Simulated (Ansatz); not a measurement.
# CAlF₂NO: geometry and vibrations

What shape does CAlF₂NO take? The plan is to relax it, then compute its harmonic vibrations to see whether it is a minimum and to get the zero-point energy and entropy, and look at its orbitals and charge.

Computed with Ansatz 0.2.0, Gaussian basis. Level: RKS PBE0-D4/def2-TZVP.

Levels to be run: relaxation at PBE-D4/def2-SVP; relaxation at PBE0-D4/def2-TZVP; harmonic vibrations at the same level; a single point in def2-TZVPP for the fields.

## (1) The starting structure

SMILES `O=C=[N][Al]([F])[F]`, 6 atoms, charge 0, spin multiplicity 1.

Atoms are counted from 1 here; the program's logs count them from 0.

Bond lengths: O1–C2 1.285 Å, C2–N3 1.295 Å, N3–Al4 1.861 Å, Al4–F5 1.842 Å, Al4–F6 1.815 Å. Angles: O1–C2–N3 178.2°, C2–N3–Al4 119.3°, N3–Al4–F5 119.0°, N3–Al4–F6 122.3°, F5–Al4–F6 118.3°.

Coordinates:

```xyz
6
charge 0, multiplicity 1
O     1.5971   -1.6066    1.6277
C     0.9787   -1.2270    0.5677
N     0.3687   -0.8766   -0.5199
Al   -0.5853    0.7206   -0.5555
F    -1.4804    1.1916   -2.0949
F    -0.8367    1.7340    0.9287
```

The start is a force-field geometry with small random shifts, so a cheaper pass at PBE-D4/def2-SVP comes first.

## (2) Geometry optimisation, PBE-D4/def2-SVP (cheap first pass)

in.yaml reads:

```yaml
crystal:
  periodic: [false, false, false]
  atoms:
    - {symbol: O, position_ang: [1.597100, -1.606600, 1.627700]}
    - {symbol: C, position_ang: [0.978700, -1.227000, 0.567700]}
    - {symbol: N, position_ang: [0.368700, -0.876600, -0.519900]}
    - {symbol: Al, position_ang: [-0.585300, 0.720600, -0.555500]}
    - {symbol: F, position_ang: [-1.480400, 1.191600, -2.094900]}
    - {symbol: F, position_ang: [-0.836700, 1.734000, 0.928700]}
basis:
  gaussian: {orbitals: def2-SVP}
hamiltonian: {xc: pbe, dispersion: d4}
relax: {f_tol: 0.03, max_steps: 200}
```

Started as:

```console
$ ansatz run in.yaml --threads 2 --pin off --events-out ev --progress --plain --max-ram 32768MiB --backend cpu
```

Output, cut to the lines that bear on the results:

```text
Functional definition: PBE
  name "PBE"
  cite "Perdew, Burke & Ernzerhof, Phys. Rev. Lett. 77, 3865 (1996) doi:10.1103/PhysRevLett.77.3865"
  parent pbe
[...]
962 factors; their error is unknown
[...]
mean field -16584.91978125 eV, -609.4845602984 hartree, gradient 6.7e-5 eV, S^2 0.000000; 0 other end points of the search recorded, 0 dependent functions left out
[...]
reference -16584.91981562 eV, -609.4845615617 hartree; 26, 26 occupied and 62, 62 virtual orbitals, 962 factors
relax step   1: F+E_penalty+E_count = -16585.03697613 eV  Δ(F+E_penalty+E_count) = +0.000e0 eV  max|allowed force component| = 6.389e0 eV/Å  Δτ_max = 0.0000 Å  (28 SCF iters, accepted)
[...]
relax step   3: F+E_penalty+E_count = -16586.42795840 eV  Δ(F+E_penalty+E_count) = -2.655e-1 eV  max|allowed force component| = 1.143e0 eV/Å  Δτ_max = 0.1671 Å  (36 SCF iters, accepted)
[...]
relax step   5: F+E_penalty+E_count = -16586.52222246 eV  Δ(F+E_penalty+E_count) = -3.524e-2 eV  max|allowed force component| = 5.072e-1 eV/Å  Δτ_max = 0.1295 Å  (36 SCF iters, accepted)
[...]
relax step   7: F+E_penalty+E_count = -16586.59037922 eV  Δ(F+E_penalty+E_count) = -3.646e-2 eV  max|allowed force component| = 1.341e-1 eV/Å  Δτ_max = 0.2000 Å  (33 SCF iters, accepted)
[...]
relax step   8: F+E_penalty+E_count = -16586.60097168 eV  Δ(F+E_penalty+E_count) = -1.059e-2 eV  max|allowed force component| = 6.087e-2 eV/Å  Δτ_max = 0.1247 Å  (33 SCF iters, accepted)
[...]
relax step   9: F+E_penalty+E_count = -16586.60204880 eV  Δ(F+E_penalty+E_count) = -1.077e-3 eV  max|allowed force component| = 1.404e-2 eV/Å  Δτ_max = 0.0410 Å  (27 SCF iters, accepted)
962 factors; their error is unknown
[...]
mean field -16586.48150388 eV, -609.5419525465 hartree, gradient 2.0e-5 eV, S^2 0.000000; 1 other end points of the search recorded, 0 dependent functions left out
[...]
reference -16586.48154037 eV, -609.5419538874 hartree; 26, 26 occupied and 62, 62 virtual orbitals, 962 factors
Total energy: -16586.60208529 eV, -609.5463838315 hartree
Atom 0 at     1.751467    -2.138912     1.060561 Å, force     0.005832    -0.008926     0.000081 eV/Å
Atom 1 at     1.054569    -1.293009     0.625630 Å, force    -0.011534     0.014041    -0.006941 eV/Å
Atom 2 at     0.337164    -0.422992     0.176444 Å, force     0.002030    -0.000350     0.004712 eV/Å
Atom 3 at    -0.701601     0.854931    -0.439723 Å, force     0.006560    -0.007720     0.005440 eV/Å
Atom 4 at    -1.212543     0.839504    -2.019429 Å, force     0.000109    -0.001483    -0.002809 eV/Å
Atom 5 at    -1.186956     2.096478     0.550318 Å, force    -0.002996     0.004438    -0.000483 eV/Å
Dipole moment:    -0.032024     0.038197    -0.021471 e Å
```

Run time: 13 s. Hardware: 2 threads, shared host.

Along the way:

```tsv
step	energy from step 1 (eV)	largest force component (eV/Å)
1	0.0000	6.3892
2	-1.1255	1.9975
3	-1.3910	1.1429
4	-1.4500	0.5484
5	-1.4852	0.5072
6	-1.5169	0.3255
7	-1.5534	0.1341
8	-1.5640	0.0609
9	-1.5651	0.0140
```

Distances of close pairs at the start and the end, largest changes first:

```tsv
bond	before (Å)	after (Å)	change (Å)
Al4–F5	1.842	1.660	-0.182
Al4–F6	1.815	1.660	-0.154
O1–C2	1.285	1.179	-0.105
N3–Al4	1.861	1.758	-0.102
C2–N3	1.295	1.214	-0.081
```

## (3) Optimising with PBE0-D4/def2-TZVP

in.yaml reads:

```yaml
crystal:
  periodic: [false, false, false]
  atoms:
    - {symbol: O, position_ang: [1.751467, -2.138912, 1.060561]}
    - {symbol: C, position_ang: [1.054569, -1.293009, 0.625630]}
    - {symbol: N, position_ang: [0.337164, -0.422992, 0.176444]}
    - {symbol: Al, position_ang: [-0.701601, 0.854931, -0.439723]}
    - {symbol: F, position_ang: [-1.212543, 0.839504, -2.019429]}
    - {symbol: F, position_ang: [-1.186956, 2.096478, 0.550318]}
basis:
  gaussian: {orbitals: def2-TZVP}
hamiltonian: {xc: pbe0, dispersion: d4}
relax: {f_tol: 0.005, max_steps: 150}
```

Same command.

Output:

```text
Functional definition: PBE0
  name "PBE0"
  cite "Adamo & Barone, J. Chem. Phys. 110, 6158 (1999) doi:10.1063/1.478522"
  cite "Perdew, Burke & Ernzerhof, Phys. Rev. Lett. 77, 3865 (1996) doi:10.1103/PhysRevLett.77.3865"
  parent pbe
  parameter a = 0.25
  parameter kappa = 0.804
  parameter beta = 0.06672455060314922
  exchange = (1 - a)*pbe_x(kappa = kappa, mu = beta*pi^2/3) + a*exact_x
  correlation = pbe_c(beta = beta)
1077 factors; their error is unknown
mean field evaluation 1: about -16592.6813 eV, gradient 7.5e1 eV
mean field evaluation 2: about -16582.8803 eV, gradient 1.1e2 eV
mean field evaluation 4: about -16601.3564 eV, gradient 2.7e0 eV
mean field evaluation 8: about -16601.3724 eV, gradient 1.5e-1 eV
mean field evaluation 16: about -16601.4253 eV, gradient 8.0e-5 eV
mean field -16601.42533477 eV, -610.0911282027 hartree, gradient 8.0e-5 eV, S^2 0.000000; 0 other end points of the search recorded, 0 dependent functions left out
the calculation of the forces begins
reference -16601.42536529 eV, -610.0911293240 hartree; 26, 26 occupied and 166, 166 virtual orbitals, 1077 factors
relax step   1: F+E_penalty+E_count = -16601.52725890 eV  Δ(F+E_penalty+E_count) = +0.000e0 eV  max|allowed force component| = 1.283e0 eV/Å  Δτ_max = 0.0000 Å  (27 SCF iters, accepted)
these checks for a lower state are left out or cut short: starts, cluster_reference, orbital_swaps, neighbouring_geometries, increment
1077 factors; their error is unknown
mean field -16601.48006810 eV, -610.0931396155 hartree, gradient 1.2e-5 eV, S^2 0.000000; 0 other end points of the search recorded, 0 dependent functions left out
the calculation of the forces begins
reference -16601.48009861 eV, -610.0931407364 hartree; 26, 26 occupied and 166, 166 virtual orbitals, 1077 factors
relax step   2: F+E_penalty+E_count = -16601.58256908 eV  Δ(F+E_penalty+E_count) = -5.531e-2 eV  max|allowed force component| = 5.063e-1 eV/Å  Δτ_max = 0.0326 Å  (33 SCF iters, accepted)
these checks for a lower state are left out or cut short: starts, cluster_reference, orbital_swaps, neighbouring_geometries, increment
1077 factors; their error is unknown
mean field -16601.48843362 eV, -610.0934470426 hartree, gradient 1.2e-5 eV, S^2 0.000000; 0 other end points of the search recorded, 0 dependent functions left out
the calculation of the forces begins
reference -16601.48846420 eV, -610.0934481662 hartree; 26, 26 occupied and 166, 166 virtual orbitals, 1077 factors
relax step   3: F+E_penalty+E_count = -16601.59126019 eV  Δ(F+E_penalty+E_count) = -8.691e-3 eV  max|allowed force component| = 1.221e-1 eV/Å  Δτ_max = 0.0200 Å  (31 SCF iters, accepted)
these checks for a lower state are left out or cut short: starts, cluster_reference, orbital_swaps, neighbouring_geometries, increment
1077 factors; their error is unknown
mean field evaluation 32: about -16601.4316 eV, gradient 5.8e-1 eV
mean field -16601.48847181 eV, -610.0934484461 hartree, gradient 1.1e-5 eV, S^2 0.000000; 0 other end points of the search recorded, 0 dependent functions left out
the calculation of the forces begins
reference -16601.48850238 eV, -610.0934495695 hartree; 26, 26 occupied and 166, 166 virtual orbitals, 1077 factors
relax step   4: F+E_penalty+E_count = -16601.59130590 eV  Δ(F+E_penalty+E_count) = -4.571e-5 eV  max|allowed force component| = 1.078e-1 eV/Å  Δτ_max = 0.0045 Å  (33 SCF iters, accepted)
these checks for a lower state are left out or cut short: starts, cluster_reference, orbital_swaps, neighbouring_geometries, increment
1077 factors; their error is unknown
mean field -16601.48991723 eV, -610.0935015641 hartree, gradient 1.1e-5 eV, S^2 0.000000; 0 other end points of the search recorded, 0 dependent functions left out
the calculation of the forces begins
reference -16601.48994781 eV, -610.0935026881 hartree; 26, 26 occupied and 166, 166 virtual orbitals, 1077 factors
relax step   5: F+E_penalty+E_count = -16601.59275841 eV  Δ(F+E_penalty+E_count) = -1.453e-3 eV  max|allowed force component| = 2.035e-2 eV/Å  Δτ_max = 0.0203 Å  (32 SCF iters, accepted)
these checks for a lower state are left out or cut short: starts, cluster_reference, orbital_swaps, neighbouring_geometries, increment
1077 factors; their error is unknown
mean field -16601.49003390 eV, -610.0935058518 hartree, gradient 1.1e-5 eV, S^2 0.000000; 0 other end points of the search recorded, 0 dependent functions left out
the calculation of the forces begins
reference -16601.49006449 eV, -610.0935069758 hartree; 26, 26 occupied and 166, 166 virtual orbitals, 1077 factors
relax step   6: F+E_penalty+E_count = -16601.59287230 eV  Δ(F+E_penalty+E_count) = -1.139e-4 eV  max|allowed force component| = 3.461e-3 eV/Å  Δτ_max = 0.0147 Å  (32 SCF iters, accepted)
1077 factors; their error is unknown
mean field evaluation 64: about -16601.4900 eV, gradient 2.3e-1 eV
mean field -16601.49003390 eV, -610.0935058518 hartree, gradient 3.3e-5 eV, S^2 0.000000; 1 other end points of the search recorded, 0 dependent functions left out
the calculation of the forces begins
reference -16601.49006449 eV, -610.0935069758 hartree; 26, 26 occupied and 166, 166 virtual orbitals, 1077 factors
Total energy: -16601.59290288 eV, -610.0972862170 hartree
Atom 0 at     1.725573    -2.114914     1.036952 Å, force     0.000553     0.000435    -0.000846 eV/Å
Atom 1 at     1.041885    -1.274924     0.616367 Å, force     0.002821    -0.003461     0.002130 eV/Å
Atom 2 at     0.338238    -0.410173     0.182501 Å, force    -0.002517     0.000991    -0.000094 eV/Å
Atom 3 at    -0.693680     0.846495    -0.432172 Å, force    -0.001560     0.001446    -0.000989 eV/Å
Atom 4 at    -1.193163     0.821691    -1.984361 Å, force     0.000497     0.000097    -0.000068 eV/Å
Atom 5 at    -1.176753     2.067826     0.534514 Å, force     0.000206     0.000493    -0.000133 eV/Å
Dipole moment:    -0.040308     0.050285    -0.025648 e Å
```

Run time: 29 s. Hardware: 2 threads, shared host.

Step by step:

```tsv
step	energy from step 1 (eV)	largest force component (eV/Å)
1	0.0000	1.2832
2	-0.0553	0.5063
3	-0.0640	0.1221
4	-0.0640	0.1078
5	-0.0655	0.0203
6	-0.0656	0.0035
```

Close pairs (by a distance rule), those that changed most:

```tsv
bond	before (Å)	after (Å)	change (Å)
Al4–F6	1.660	1.631	-0.030
Al4–F5	1.660	1.631	-0.030
N3–Al4	1.758	1.738	-0.020
C2–N3	1.214	1.196	-0.018
O1–C2	1.179	1.162	-0.017
```

Mulliken charges at the end point, from the run's report:

```tsv
atom	value (e)
O1	-0.21
C2	0.32
N3	-0.27
Al4	0.79
F5	-0.32
F6	-0.32
```

## (4) Force constants and modes

in.yaml reads:

```yaml
crystal:
  periodic: [false, false, false]
  atoms:
    - {symbol: O, position_ang: [1.725573, -2.114914, 1.036952]}
    - {symbol: C, position_ang: [1.041885, -1.274924, 0.616367]}
    - {symbol: N, position_ang: [0.338238, -0.410173, 0.182501]}
    - {symbol: Al, position_ang: [-0.693680, 0.846495, -0.432172]}
    - {symbol: F, position_ang: [-1.193163, 0.821691, -1.984361]}
    - {symbol: F, position_ang: [-1.176753, 2.067826, 0.534514]}
basis:
  gaussian: {orbitals: def2-TZVP}
hamiltonian: {xc: pbe0, dispersion: d4}
phonons: {temperatures: {t_min: 298.15, t_max: 900, t_step: 200}}
```

Launched as before.

Output, cut to the lines that bear on the results:

```text
Functional definition: PBE0
  name "PBE0"
  cite "Adamo & Barone, J. Chem. Phys. 110, 6158 (1999) doi:10.1063/1.478522"
  cite "Perdew, Burke & Ernzerhof, Phys. Rev. Lett. 77, 3865 (1996) doi:10.1103/PhysRevLett.77.3865"
  parent pbe
[...]
1077 factors; their error is unknown
[...]
mean field -16601.49003370 eV, -610.0935058444 hartree, gradient 4.8e-5 eV, S^2 0.000000; 0 other end points of the search recorded, 0 dependent functions left out
[...]
reference -16601.49006429 eV, -610.0935069684 hartree; 26, 26 occupied and 166, 166 virtual orbitals, 1077 factors
[...]
1077 factors; their error is unknown
mean field -16601.48992853 eV, -610.0935019793 hartree, gradient 1.3e-6 eV, S^2 0.000000; 0 other end points of the search recorded, 0 dependent functions left out
[...]
reference -16601.48995911 eV, -610.0935031034 hartree; 26, 26 occupied and 166, 166 virtual orbitals, 1077 factors
[...]
reference -16601.49002062 eV, -610.0935053637 hartree; 26, 26 occupied and 166, 166 virtual orbitals, 1077 factors
Total energy: -16601.59290268 eV, -610.0972862098 hartree
Atom 0 at     1.725573    -2.114914     1.036952 Å, force     0.000575     0.000401    -0.000836 eV/Å
Atom 1 at     1.041885    -1.274924     0.616367 Å, force     0.002775    -0.003397     0.002098 eV/Å
Atom 2 at     0.338238    -0.410173     0.182501 Å, force    -0.002492     0.000953    -0.000081 eV/Å
Atom 3 at    -0.693680     0.846495    -0.432172 Å, force    -0.001559     0.001466    -0.000956 eV/Å
Atom 4 at    -1.193163     0.821691    -1.984361 Å, force     0.000498     0.000086    -0.000083 eV/Å
Atom 5 at    -1.176753     2.067826     0.534514 Å, force     0.000203     0.000491    -0.000141 eV/Å
Dipole moment:    -0.040307     0.050283    -0.025648 e Å
Vibrations: 33.37 69.32 231.77 237.37 288.01 541.62 642.44 653.78 844.73 954.96 1526.68 2417.24 cm⁻¹, zero-point energy 0.523293 eV
```

Wall time 2.5 min (2 threads, shared host).

Motions are named by where the mode's potential energy lies. The modes, unscaled (a negative number is an imaginary wavenumber):

```tsv
mode	cm⁻¹	motion
1	33	bend
2	69	bend
3	232	bend
4	237	bend
5	288	out-of-plane bend
6	542	Al–N stretch
7	642	bend
8	654	bend
9	845	Al–F stretch
10	955	Al–F stretch
11	1527	C–O and C–N stretch
12	2417	C–N and C–O stretch
```

From these modes and the moments of inertia (298.15 K, 1 bar, symmetry number 2):

```tsv
term	value
zero-point energy	12.1 kcal/mol
H(298) − E	16.8 kcal/mol
entropy, translation	167.1 J/(mol K)
entropy, rotation	110.4 J/(mol K)
entropy, vibration	69.3 J/(mol K)
entropy, total	346.9 J/(mol K)
```

## (5) Fields at the relaxed geometry

Edit in.yaml of step 4 so:

```diff
@@ -10,4 +10,4 @@
 basis:
-  gaussian: {orbitals: def2-TZVP}
+  gaussian: {orbitals: def2-TZVPP}
 hamiltonian: {xc: pbe0, dispersion: d4}
-phonons: {temperatures: {t_min: 298.15, t_max: 900, t_step: 200}}
+output: {orbitals: {seedname: orbitals}}
```

The command is unchanged.

Output:

```text
Functional definition: PBE0
  name "PBE0"
  cite "Adamo & Barone, J. Chem. Phys. 110, 6158 (1999) doi:10.1063/1.478522"
  cite "Perdew, Burke & Ernzerhof, Phys. Rev. Lett. 77, 3865 (1996) doi:10.1103/PhysRevLett.77.3865"
  parent pbe
  parameter a = 0.25
  parameter kappa = 0.804
  parameter beta = 0.06672455060314922
  exchange = (1 - a)*pbe_x(kappa = kappa, mu = beta*pi^2/3) + a*exact_x
  correlation = pbe_c(beta = beta)
1098 factors; their error is unknown
mean field evaluation 1: about -16592.7075 eV, gradient 7.5e1 eV
mean field evaluation 2: about -16583.9618 eV, gradient 1.1e2 eV
mean field evaluation 4: about -16601.4302 eV, gradient 2.8e0 eV
mean field evaluation 8: about -16601.4467 eV, gradient 1.4e-1 eV
mean field -16601.49618250 eV, -610.0937318088 hartree, gradient 6.4e-5 eV, S^2 0.000000; 0 other end points of the search recorded, 0 dependent functions left out
reference -16601.49621303 eV, -610.0937329306 hartree; 26, 26 occupied and 171, 171 virtual orbitals, 1098 factors
Total energy: -16601.59905143 eV, -610.0975121720 hartree
```

Wall time 3.4 s (2 threads, shared host).

The fields below are evaluated on a grid from the run's orbitals.

Frontier orbitals at PBE0-D4/def2-TZVPP, with the share of their density that lies nearest to each atom:

```tsv
orbital	energy (eV)	lies on
HOMO-1	-9.42	N3 54 %; O1 35 %
HOMO	-9.29	N3 53 %; O1 36 %; C2 6 %
LUMO	-1.18	Al4 45 %; F5, F6 about 19 % each; N3 13 %
```

ELF in a plane through or near 6 of the atoms.

Ten even steps from ' ' (0.00) to '@' (0.88):
```
                                                        
                                                        
                                                        
                                ..::----..              
                                --**%%##++::            
                                ==%%@@@@%%==..          
          ::::..    ..::--::    ++@@::++@@**..          
        --****++----==**##**==  ==@@##%%@@++..          
      ..**@@@@%%##**##%%%%@@%%..  ::##%%**::            
      ::##@@++****::==%%::%%@@..%%%%......              
      ::##@@**####..++##==##@@..@@##..::..              
      ..**@@@@%%##**##%%@@@@%%......##%%**--            
        --****++----==**####==..==%%####@@++..          
          ::::..    ..::--::    ++@@++++@@**::          
                                ==%%@@@@%%==..          
                                --**##%%++::            
                                ..::----..              
                                                        
                                                        
                                                        
```
The map spans 11.0 Å across and 8.0 Å up, centred on the molecule. Atoms in the plane (x, y in Å): O1 (-2.9, 0.0), C2 (-1.7, 0.0), N3 (-0.6, 0.0), Al4 (1.2, 0.0), F5 (2.0, -1.4), F6 (2.0, 1.4).

On the surface of density 0.002 e/bohr³ the electrostatic potential runs, from the 1st to the 99th percentile, from -0.85 V near F6 to 5.13 V near Al4.

## (6) Outcome

| quantity | value |
| --- | --- |
| point group | C2v |
| steps | 9 + 6 |
| shift from the start (rms) | 0.577 Å |
| total energy | -16601.5929 eV |
| dispersion term | -103 meV |
| dipole moment | 0.33 D |
| lowest, highest wavenumber | 33, 2417 cm⁻¹ |
| zero-point energy | 12.1 kcal/mol |
| entropy at 298.15 K | 346.9 J/(mol K) |
| HOMO, LUMO | -9.29, -1.18 eV |

What this shows: The relaxed geometry lies 0.58 Å (rms) from the start; the bond that changed most is Al4–F5, from 1.842 to 1.631 Å. All wavenumbers are real, so the end point is a minimum. The stiffest mode, 2417 cm⁻¹, is a C–N and C–O stretch, and 2 modes under 200 cm⁻¹ make the vibrational entropy uncertain. Harmonic hybrid wavenumbers usually lie a few per cent above measured fundamentals. The largest Mulliken charge, +0.79 e, sits on Al4. The HOMO lies mostly on N3 53 %; O1 36 % and the LUMO on Al4 45 %; F5, F6 about 19 % each.
